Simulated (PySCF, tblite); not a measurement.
**C₄H₄F₄O: a rotation path, then NMR shifts on frames**

How do NMR shifts of C₄H₄F₄O (`FC[C@@H]1O[C@@H]1C(F)(F)F`) change as the atoms move?

Computed with tblite 0.8.0 and PySCF 2.14.0, with density-fitted response routines of our own, on a single molecule in the gas phase. Atoms count from 0, in the outputs and in this text.

## 1. The starting structure

13 atoms, charge 0, multiplicity 1; geometry from: GFN2-xTB.

Bonds of the start (Å): F0–C1 1.37, C1–C2 1.51, C2–O3 1.39, O3–C4 1.39, C4–C5 1.52, C5–F6 1.34, C5–F7 1.33, C5–F8 1.34, C4–C2 1.47, C1–H9 1.10, C1–H10 1.09, C2–H11 1.09, C4–H12 1.09.

## 2. The rotation path with GFN2-xTB

The job: settings as JSON, then the geometry in Å.

```
{"job": {"kind": "neb", "xc": "GFN2-xTB", "basis": "xTB", "atoms": [2, 4, 5, 8], "turn": 120}, "charge": 0, "multiplicity": 1}
F      2.295746     0.398575    -0.959554
C      1.336347    -0.560896    -0.779655
C      0.774883    -0.430670     0.619938
O     -0.317484    -1.218677     0.977194
C     -0.540596     0.154186     0.930738
C     -1.472101     0.682502    -0.146436
F     -2.643843     1.055788     0.380382
F     -1.735101    -0.204926    -1.107270
F     -0.962732     1.769073    -0.748090
H      1.826304    -1.535003    -0.889749
H      0.584950    -0.430512    -1.562066
H      1.546892    -0.331887     1.382054
H     -0.697654     0.652933     1.884785
```

Level: GFN2-xTB climbing-image nudged elastic band, gas phase.

Started as:

```sh
$ OMP_NUM_THREADS=1 python probes_run.py task.json out
```

This one command runs all jobs of the session in turn.

The program printed:

```text
image   E - E0 / eV
  0      -0.0000
  1       0.0135
  2       0.0429
  3       0.0652
  4       0.0690
  5       0.0547
  6       0.0309
  7       0.0097
  8      -0.0001
```

Wall time 2.2 s (1 thread of Arm Neoverse V1, shared host); peak memory 0.18 GiB.

The final band, with the dihedral C2–C4–C5–F8:

```csv
image,dihedral (°),energy (eV),energy (kcal/mol)
0,-67,0.000,0.0
1,-53,0.013,0.3
2,-38,0.043,1.0
3,-23,0.065,1.5
4,-8,0.069,1.6
5,9,0.055,1.3
6,25,0.031,0.7
7,40,0.010,0.2
8,54,0.000,0.0
```

## 3. NMR shieldings: image 0, PBE0/pcSseg-1

The job: settings as JSON, then the geometry in Å.

```
{"job": {"kind": "nmr", "xc": "PBE0", "basis": "pcSseg-1", "pop": false}, "charge": 0, "multiplicity": 1}
F      2.295700     0.398600    -0.959600
C      1.336300    -0.560900    -0.779700
C      0.774900    -0.430700     0.619900
O     -0.317500    -1.218700     0.977200
C     -0.540600     0.154200     0.930700
C     -1.472100     0.682500    -0.146400
F     -2.643800     1.055800     0.380400
F     -1.735100    -0.204900    -1.107300
F     -0.962700     1.769100    -0.748100
H      1.826300    -1.535000    -0.889700
H      0.585000    -0.430500    -1.562100
H      1.546900    -0.331900     1.382100
H     -0.697700     0.652900     1.884800
```

Level: GIAO PBE0/pcSseg-1 NMR shielding, non-relativistic, gas phase.

The program printed:

```text
coarse grid: 12256 points
cycle   1  E = -628.4197488838  dE =  1.643e+00  |g| = 1.071e+00  |ddm| = 3.221e+00
cycle   2  E = -628.1602775110  dE =  2.595e-01  |g| = 1.689e+00  |ddm| = 1.526e+00
cycle   3  E = -628.6090461706  dE = -4.488e-01  |g| = 1.069e-01  |ddm| = 9.921e-01
cycle   4  E = -628.6101513155  dE = -1.105e-03  |g| = 7.553e-02  |ddm| = 1.101e-01
cycle   5  E = -628.6110945667  dE = -9.433e-04  |g| = 1.103e-02  |ddm| = 5.029e-02
cycle   6  E = -628.6111132127  dE = -1.865e-05  |g| = 3.433e-03  |ddm| = 9.359e-03
cycle   7  E = -628.6111155516  dE = -2.339e-06  |g| = 4.965e-04  |ddm| = 2.619e-03
final grid: 123944 points
cycle   8  E = -628.6989388432  dE = -4.462e-05  |g| = 1.090e-02  |ddm| = 2.998e-02
cycle   9  E = -628.6989082060  dE =  3.064e-05  |g| = 1.730e-02  |ddm| = 1.626e-02
cycle  10  E = -628.6989603077  dE = -5.210e-05  |g| = 1.182e-03  |ddm| = 1.012e-02
cycle  11  E = -628.6989605766  dE = -2.689e-07  |g| = 3.448e-04  |ddm| = 1.029e-03
cycle  12  E = -628.6989605928  dE = -1.621e-08  |g| = 1.376e-04  |ddm| = 2.883e-04
cycle  13  E = -628.6989605954  dE = -2.611e-09  |g| = 2.129e-05  |ddm| = 9.057e-05
cycle  14  E = -628.6989605955  dE = -7.844e-11  |g| = 5.460e-06  |ddm| = 2.019e-05
converged SCF energy = -628.6989605955

GIAO shielding tensors (ppm)
atom      isotropic    diamagn.    paramagn.     s11        s22        s33       span
  0 F      441.166     470.066     -28.899    408.670    439.960    474.869     66.199
  1 C      104.648     240.951    -136.303     70.863     83.315    159.766     88.903
  2 C      134.594     251.442    -116.849     82.662    140.530    180.589     97.927
  3 O      303.325     395.660     -92.336    149.332    368.149    392.494    243.163
  4 C      133.218     253.655    -120.437     90.827    126.721    182.107     91.280
  5 C       54.035     239.815    -185.780     51.078     53.773     57.254      6.176
  6 F      244.734     470.102    -225.368    161.013    233.797    339.393    178.380
  7 F      259.497     474.101    -214.605    173.895    274.926    329.669    155.773
  8 F      253.522     474.176    -220.654    169.306    247.759    343.500    174.194
  9 H       26.533      27.228      -0.695     21.929     27.412     30.257      8.328
 10 H       26.944      28.666      -1.722     22.968     27.954     29.911      6.942
 11 H       28.514      29.660      -1.147     22.700     26.437     36.404     13.704
 12 H       28.518      29.555      -1.037     22.457     27.024     36.074     13.617
```

It took 20 s on 1 thread of Arm Neoverse V1, shared host; peak memory 0.77 GiB.

The references, computed at this level on geometries of the same kind, shield at (ppm): 1H TMS 31.72, 13C TMS 186.9, 19F CFCl3 170.9, 17O H2O 336.1. Their shielding less the atom's gives the shift. The references are single molecules in the gas phase, so shifts against H2O, NH3, PH3, H3PO4 or CFCl3 are not on the usual liquid scales and can be off by tens of ppm. Each atom is listed at this fixed geometry, with no averaging over motion; a spectrum would average atoms that exchange fast.

| atoms | environment | σ (ppm) | δ (ppm) |
| --- | --- | --- | --- |
| C5 | CF3 carbon | 54.0 | 132.9 |
| C1 | sp3 CH2 bonded to F | 104.6 | 82.3 |
| C4 | epoxide ring carbon | 133.2 | 53.7 |
| C2 | epoxide ring carbon | 134.6 | 52.3 |
| H9 | hydrogen on an sp3 CH2 bonded to F | 26.53 | 5.18 |
| H10 | hydrogen on an sp3 CH2 bonded to F | 26.94 | 4.77 |
| H11 | hydrogen on an epoxide ring carbon | 28.51 | 3.20 |
| H12 | hydrogen on an epoxide ring carbon | 28.52 | 3.20 |
| F6 | fluorine of a CF3 group | 244.7 | -73.8 |
| F8 | fluorine of a CF3 group | 253.5 | -82.6 |
| F7 | fluorine of a CF3 group | 259.5 | -88.6 |
| F0 | fluorine on an sp3 carbon | 441.2 | -270.2 |
| O3 | ether oxygen | 303.3 | 32.8 |

Ring of atoms C2, O3, C4: NICS(0) -46.2, NICS(1) -6.4, NICS(1)zz -21.4 ppm (means of both faces).

In rings of three or four atoms NICS is ruled by the nearby σ bonds, so it says little on aromaticity.

## 4. Nuclear shieldings: image 2, PBE0/pcSseg-1

The job: settings as JSON, then the geometry in Å.

```
{"job": {"kind": "nmr", "xc": "PBE0", "basis": "pcSseg-1", "pop": false}, "charge": 0, "multiplicity": 1}
F      2.327500     0.537300    -0.840700
C      1.403200    -0.469400    -0.765600
C      0.772500    -0.447400     0.610000
O     -0.309900    -1.287000     0.859900
C     -0.570900     0.080900     0.905500
C     -1.506500     0.651100    -0.150500
F     -2.385900     1.481600     0.423300
F     -2.202500    -0.291400    -0.787300
F     -0.880300     1.370100    -1.094400
H      1.938600    -1.415500    -0.910400
H      0.682800    -0.319200    -1.572100
H      1.504100    -0.386400     1.413900
H     -0.776900     0.495900     1.890600
```

Level: GIAO PBE0/pcSseg-1 NMR shielding, non-relativistic, gas phase.

The program printed:

```text
coarse grid: 12256 points
cycle   1  E = -628.4141107604  dE =  1.644e+00  |g| = 1.074e+00  |ddm| = 3.216e+00
cycle   2  E = -628.1506282892  dE =  2.635e-01  |g| = 1.697e+00  |ddm| = 1.528e+00
cycle   3  E = -628.6046233230  dE = -4.540e-01  |g| = 1.081e-01  |ddm| = 9.905e-01
cycle   4  E = -628.6057577464  dE = -1.134e-03  |g| = 7.626e-02  |ddm| = 1.110e-01
cycle   5  E = -628.6067224399  dE = -9.647e-04  |g| = 1.097e-02  |ddm| = 5.047e-02
cycle   6  E = -628.6067408756  dE = -1.844e-05  |g| = 3.431e-03  |ddm| = 9.539e-03
cycle   7  E = -628.6067432350  dE = -2.359e-06  |g| = 4.907e-04  |ddm| = 2.662e-03
final grid: 123944 points
cycle   8  E = -628.6963888123  dE = -5.105e-05  |g| = 1.101e-02  |ddm| = 2.910e-02
cycle   9  E = -628.6963571390  dE =  3.167e-05  |g| = 1.758e-02  |ddm| = 1.630e-02
cycle  10  E = -628.6964105274  dE = -5.339e-05  |g| = 1.137e-03  |ddm| = 1.013e-02
cycle  11  E = -628.6964107756  dE = -2.481e-07  |g| = 3.731e-04  |ddm| = 1.032e-03
cycle  12  E = -628.6964107956  dE = -2.001e-08  |g| = 1.312e-04  |ddm| = 3.083e-04
cycle  13  E = -628.6964107980  dE = -2.401e-09  |g| = 2.157e-05  |ddm| = 8.910e-05
cycle  14  E = -628.6964107981  dE = -8.276e-11  |g| = 5.208e-06  |ddm| = 2.102e-05
converged SCF energy = -628.6964107981

GIAO shielding tensors (ppm)
atom      isotropic    diamagn.    paramagn.     s11        s22        s33       span
  0 F      440.468     469.907     -29.439    407.933    440.104    473.366     65.433
  1 C      103.951     240.810    -136.859     71.000     83.183    157.670     86.670
  2 C      132.020     251.185    -119.164     82.017    136.800    177.243     95.226
  3 O      300.238     395.513     -95.275    134.679    369.741    396.295    261.617
  4 C      131.633     253.110    -121.477     89.026    123.066    182.807     93.781
  5 C       54.247     239.476    -185.229     50.023     53.247     59.470      9.447
  6 F      241.441     470.469    -229.028    161.918    225.217    337.187    175.270
  7 F      251.878     472.297    -220.418    169.488    258.888    327.259    157.771
  8 F      253.899     475.127    -221.228    178.828    241.027    341.841    163.013
  9 H       26.522      27.140      -0.618     21.928     27.390     30.249      8.321
 10 H       26.932      28.667      -1.735     24.044     27.943     28.810      4.766
 11 H       28.476      29.639      -1.163     22.674     26.442     36.313     13.639
 12 H       28.439      29.720      -1.281     21.959     27.401     35.957     13.998
```

Wall time 20 s (1 thread of Arm Neoverse V1, shared host); peak memory 0.82 GiB.

This run: δ C5 132.7, C1 83.0, C4 55.3, C2 54.9, H9 5.19, H10 4.78 ppm.

## 5. Nuclear shieldings: image 4, PBE0/pcSseg-1

The job: settings as JSON, then the geometry in Å.

```
{"job": {"kind": "nmr", "xc": "PBE0", "basis": "pcSseg-1", "pop": false}, "charge": 0, "multiplicity": 1}
F      2.379900     0.655900    -0.702600
C      1.496800    -0.390200    -0.742300
C      0.769500    -0.464100     0.582600
O     -0.300100    -1.348100     0.707800
C     -0.602400     0.005700     0.847400
C     -1.562200     0.632600    -0.151000
F     -2.018200     1.790900     0.347100
F     -2.625600    -0.147600    -0.364900
F     -1.052800     0.916100    -1.354100
H      2.082300    -1.306500    -0.887600
H      0.834600    -0.232300    -1.593800
H      1.447100    -0.442000     1.435800
H     -0.853400     0.330000     1.857700
```

Level: GIAO PBE0/pcSseg-1 NMR shielding, non-relativistic, gas phase.

The program printed:

```text
coarse grid: 12256 points
cycle   1  E = -628.4155070446  dE =  1.640e+00  |g| = 1.073e+00  |ddm| = 3.219e+00
cycle   2  E = -628.1546614159  dE =  2.608e-01  |g| = 1.691e+00  |ddm| = 1.497e+00
cycle   3  E = -628.6053596322  dE = -4.507e-01  |g| = 1.084e-01  |ddm| = 9.664e-01
cycle   4  E = -628.6065083729  dE = -1.149e-03  |g| = 7.596e-02  |ddm| = 1.104e-01
cycle   5  E = -628.6074637755  dE = -9.554e-04  |g| = 1.092e-02  |ddm| = 5.001e-02
cycle   6  E = -628.6074820073  dE = -1.823e-05  |g| = 3.427e-03  |ddm| = 9.448e-03
cycle   7  E = -628.6074843484  dE = -2.341e-06  |g| = 4.987e-04  |ddm| = 2.633e-03
final grid: 123944 points
cycle   8  E = -628.6966712094  dE = -5.030e-05  |g| = 1.093e-02  |ddm| = 2.817e-02
cycle   9  E = -628.6966397414  dE =  3.147e-05  |g| = 1.747e-02  |ddm| = 1.587e-02
cycle  10  E = -628.6966925380  dE = -5.280e-05  |g| = 1.112e-03  |ddm| = 9.990e-03
cycle  11  E = -628.6966927727  dE = -2.348e-07  |g| = 3.799e-04  |ddm| = 1.013e-03
cycle  12  E = -628.6966927938  dE = -2.107e-08  |g| = 1.299e-04  |ddm| = 3.093e-04
cycle  13  E = -628.6966927961  dE = -2.322e-09  |g| = 2.136e-05  |ddm| = 8.709e-05
cycle  14  E = -628.6966927962  dE = -7.549e-11  |g| = 5.235e-06  |ddm| = 2.059e-05
converged SCF energy = -628.6966927962

GIAO shielding tensors (ppm)
atom      isotropic    diamagn.    paramagn.     s11        s22        s33       span
  0 F      441.909     469.931     -28.022    409.169    441.086    475.470     66.301
  1 C      104.171     240.691    -136.520     70.802     83.166    158.546     87.744
  2 C      130.162     251.307    -121.145     81.166    135.745    173.576     92.410
  3 O      307.600     395.724     -88.125    149.975    375.376    397.448    247.473
  4 C      132.471     253.310    -120.839     88.168    128.963    180.281     92.113
  5 C       54.117     239.198    -185.081     49.242     54.529     58.579      9.338
  6 F      246.980     470.996    -224.015    160.308    239.651    340.983    180.675
  7 F      247.900     470.602    -222.702    164.651    246.778    332.272    167.621
  8 F      265.355     475.271    -209.916    189.832    262.398    343.836    154.004
  9 H       26.511      27.096      -0.585     21.957     27.393     30.184      8.227
 10 H       26.619      28.569      -1.950     23.338     27.555     28.964      5.627
 11 H       28.392      29.654      -1.262     22.598     26.459     36.117     13.519
 12 H       28.513      29.486      -0.973     22.009     27.556     35.974     13.965
```

Run time: 20 s. Hardware: 1 thread of Arm Neoverse V1, shared host; peak memory 0.82 GiB.

In short: δ C5 132.8, C1 82.8, C2 56.8, C4 54.5, H9 5.21, H10 5.10 ppm.

## 6. Shielding tensors: image 6, PBE0/pcSseg-1

The job: settings as JSON, then the geometry in Å.

```
{"job": {"kind": "nmr", "xc": "PBE0", "basis": "pcSseg-1", "pop": false}, "charge": 0, "multiplicity": 1}
F      2.390400     0.767600    -0.542600
C      1.520400    -0.276600    -0.713500
C      0.758300    -0.485300     0.577500
O     -0.278500    -1.417000     0.603400
C     -0.638200    -0.090600     0.827700
C     -1.564600     0.584400    -0.164700
F     -1.558400     1.910800     0.034800
F     -2.826000     0.174800     0.013500
F     -1.279100     0.380100    -1.452100
H      2.119300    -1.169300    -0.932200
H      0.883100    -0.038100    -1.565200
H      1.410100    -0.498300     1.450500
H     -0.941300     0.158200     1.845100
```

Level: GIAO PBE0/pcSseg-1 NMR shielding, non-relativistic, gas phase.

The program printed:

```text
coarse grid: 12256 points
cycle   1  E = -628.4185110072  dE =  1.641e+00  |g| = 1.069e+00  |ddm| = 3.220e+00
cycle   2  E = -628.1625567397  dE =  2.560e-01  |g| = 1.680e+00  |ddm| = 1.494e+00
cycle   3  E = -628.6067934697  dE = -4.442e-01  |g| = 1.072e-01  |ddm| = 9.663e-01
cycle   4  E = -628.6079160957  dE = -1.123e-03  |g| = 7.513e-02  |ddm| = 1.093e-01
cycle   5  E = -628.6088474019  dE = -9.313e-04  |g| = 1.099e-02  |ddm| = 4.971e-02
cycle   6  E = -628.6088658623  dE = -1.846e-05  |g| = 3.423e-03  |ddm| = 9.276e-03
cycle   7  E = -628.6088681770  dE = -2.315e-06  |g| = 4.994e-04  |ddm| = 2.582e-03
final grid: 123944 points
cycle   8  E = -628.6988861140  dE = -5.249e-05  |g| = 1.102e-02  |ddm| = 2.749e-02
cycle   9  E = -628.6988542876  dE =  3.183e-05  |g| = 1.761e-02  |ddm| = 1.597e-02
cycle  10  E = -628.6989076876  dE = -5.340e-05  |g| = 1.095e-03  |ddm| = 1.008e-02
cycle  11  E = -628.6989079104  dE = -2.227e-07  |g| = 3.910e-04  |ddm| = 1.004e-03
cycle  12  E = -628.6989079326  dE = -2.224e-08  |g| = 1.264e-04  |ddm| = 3.093e-04
cycle  13  E = -628.6989079349  dE = -2.259e-09  |g| = 2.142e-05  |ddm| = 8.420e-05
cycle  14  E = -628.6989079349  dE = -7.844e-11  |g| = 5.729e-06  |ddm| = 2.036e-05
converged SCF energy = -628.6989079349

GIAO shielding tensors (ppm)
atom      isotropic    diamagn.    paramagn.     s11        s22        s33       span
  0 F      442.318     470.054     -27.736    409.788    440.241    476.925     67.137
  1 C      104.839     240.995    -136.155     70.918     83.215    160.384     89.466
  2 C      132.636     251.338    -118.702     81.831    138.922    177.154     95.323
  3 O      311.197     395.886     -84.689    164.705    373.798    395.089    230.384
  4 C      133.952     253.880    -119.928     90.142    132.252    179.462     89.319
  5 C       54.029     239.558    -185.529     50.328     55.122     56.638      6.311
  6 F      255.308     472.245    -216.937    165.993    256.285    343.646    177.653
  7 F      244.899     470.071    -225.172    158.009    239.753    336.934    178.925
  8 F      268.995     474.935    -205.940    190.203    274.471    342.310    152.107
  9 H       26.525      27.161      -0.636     21.961     27.429     30.185      8.224
 10 H       26.603      28.611      -2.007     22.343     27.526     29.941      7.598
 11 H       28.457      29.687      -1.230     22.655     26.509     36.208     13.553
 12 H       28.596      29.285      -0.689     22.583     27.121     36.085     13.501
```

Run time: 20 s. Hardware: 1 thread of Arm Neoverse V1, shared host; peak memory 0.82 GiB.

Key values: δ C5 132.9, C1 82.1, C2 54.3, C4 53.0, H9 5.19, H10 5.11 ppm.

## 7. Nuclear shieldings: image 8, PBE0/pcSseg-1

The job: settings as JSON, then the geometry in Å.

```
{"job": {"kind": "nmr", "xc": "PBE0", "basis": "pcSseg-1", "pop": false}, "charge": 0, "multiplicity": 1}
F      2.313900     0.905700    -0.414600
C      1.489600    -0.155100    -0.676600
C      0.746000    -0.514900     0.592000
O     -0.254600    -1.482500     0.530500
C     -0.669100    -0.189800     0.836800
C     -1.525100     0.533700    -0.187700
F     -1.108900     1.796000    -0.375300
F     -2.795400     0.610500     0.224300
F     -1.532900    -0.053900    -1.385400
H      2.125800    -0.993300    -0.982900
H      0.829900     0.133300    -1.498500
H      1.393000    -0.570800     1.466500
H     -1.016600    -0.018200     1.853200
```

Level: GIAO PBE0/pcSseg-1 NMR shielding, non-relativistic, gas phase.

The program printed:

```text
coarse grid: 12256 points
cycle   1  E = -628.4190348376  dE =  1.646e+00  |g| = 1.071e+00  |ddm| = 3.221e+00
cycle   2  E = -628.1601726595  dE =  2.589e-01  |g| = 1.687e+00  |ddm| = 1.525e+00
cycle   3  E = -628.6081364012  dE = -4.480e-01  |g| = 1.068e-01  |ddm| = 9.913e-01
cycle   4  E = -628.6092401921  dE = -1.104e-03  |g| = 7.542e-02  |ddm| = 1.100e-01
cycle   5  E = -628.6101808972  dE = -9.407e-04  |g| = 1.103e-02  |ddm| = 5.022e-02
cycle   6  E = -628.6101995377  dE = -1.864e-05  |g| = 3.428e-03  |ddm| = 9.358e-03
cycle   7  E = -628.6102018717  dE = -2.334e-06  |g| = 4.939e-04  |ddm| = 2.616e-03
final grid: 123944 points
cycle   8  E = -628.6988898780  dE = -5.111e-05  |g| = 1.114e-02  |ddm| = 2.814e-02
cycle   9  E = -628.6988579572  dE =  3.192e-05  |g| = 1.771e-02  |ddm| = 1.639e-02
cycle  10  E = -628.6989120902  dE = -5.413e-05  |g| = 1.147e-03  |ddm| = 1.025e-02
cycle  11  E = -628.6989123354  dE = -2.452e-07  |g| = 3.836e-04  |ddm| = 1.016e-03
cycle  12  E = -628.6989123562  dE = -2.076e-08  |g| = 1.347e-04  |ddm| = 3.119e-04
cycle  13  E = -628.6989123587  dE = -2.593e-09  |g| = 2.205e-05  |ddm| = 9.003e-05
cycle  14  E = -628.6989123588  dE = -8.549e-11  |g| = 5.759e-06  |ddm| = 2.077e-05
converged SCF energy = -628.6989123588

GIAO shielding tensors (ppm)
atom      isotropic    diamagn.    paramagn.     s11        s22        s33       span
  0 F      441.094     470.068     -28.974    408.608    439.746    474.927     66.319
  1 C      104.668     240.988    -136.320     70.944     83.291    159.767     88.823
  2 C      134.628     251.395    -116.767     82.710    140.607    180.568     97.859
  3 O      303.232     395.661     -92.430    148.894    368.199    392.601    243.707
  4 C      133.307     253.702    -120.395     90.958    126.677    182.287     91.328
  5 C       54.075     239.803    -185.727     51.109     53.858     57.259      6.151
  6 F      253.805     474.186    -220.381    169.677    248.096    343.642    173.965
  7 F      244.839     470.105    -225.266    161.189    233.948    339.382    178.193
  8 F      259.327     474.101    -214.774    173.785    274.930    329.265    155.480
  9 H       26.533      27.231      -0.698     21.936     27.403     30.260      8.324
 10 H       26.936      28.672      -1.736     22.944     27.925     29.938      6.994
 11 H       28.518      29.657      -1.139     22.696     26.441     36.416     13.720
 12 H       28.522      29.570      -1.048     22.468     27.012     36.086     13.618
```

Wall time 20 s (1 thread of Arm Neoverse V1, shared host); peak memory 0.82 GiB.

In short: δ C5 132.8, C1 82.3, C4 53.6, C2 52.3, H9 5.18, H10 4.78 ppm.

## 8. Side by side: NMR shifts

Shifts (ppm) of some atoms, chosen among heavy atoms and hydrogens apart, with basis size and wall time:

```
  frame    C2   H10   H12     F6     F8     F7    O3  functions  time
image 0  52.3  4.77  3.20  -73.8  -82.6  -88.6  32.8        173  20 s
image 2  54.9  4.78  3.28  -70.5  -83.0  -80.9  35.8        173  20 s
image 4  56.8  5.10  3.20  -76.0  -94.4  -77.0  28.5        173  20 s
image 6  54.3  5.11  3.12  -84.4  -98.0  -74.0  24.9        173  20 s
image 8  52.3  4.78  3.19  -82.9  -88.4  -73.9  32.8        173  20 s
```

## 9. Results

```
                                         quantity                               value
                                          barrier  0.069 eV (1.6 kcal/mol) at image 4
                            end to end (GFN2-xTB)                            0.000 eV
  13C shifts against TMS (PBE0/pcSseg-1, image 0)         132.9, 82.3, 53.7, 52.3 ppm
   1H shifts against TMS (PBE0/pcSseg-1, image 0)          5.18, 4.77, 3.20, 3.20 ppm
19F shifts against CFCl3 (PBE0/pcSseg-1, image 0)     -73.8, -82.6, -88.6, -270.2 ppm
  17O shifts against H2O (PBE0/pcSseg-1, image 0)                            32.8 ppm
                         range of the shift of F8                  -98.0 to -82.6 ppm
```

Along the band the dihedral turns by 121°, and the top (dihedral -8°) lies 1.6 kcal/mol above the start (GFN2-xTB, rough), so at room temperature this motion is fast. The top was not checked by a frequency run. Shifts at one fixed geometry are not the observed spectrum, which averages over the motion. In the first frame run (image 0): The largest span, 243 ppm, is at O3, where the paramagnetic term is -92 ppm. In ppm, F8 moves most: its shift spreads over 15.5 ppm, from -98.0 (image 6) to -82.6 (image 0).
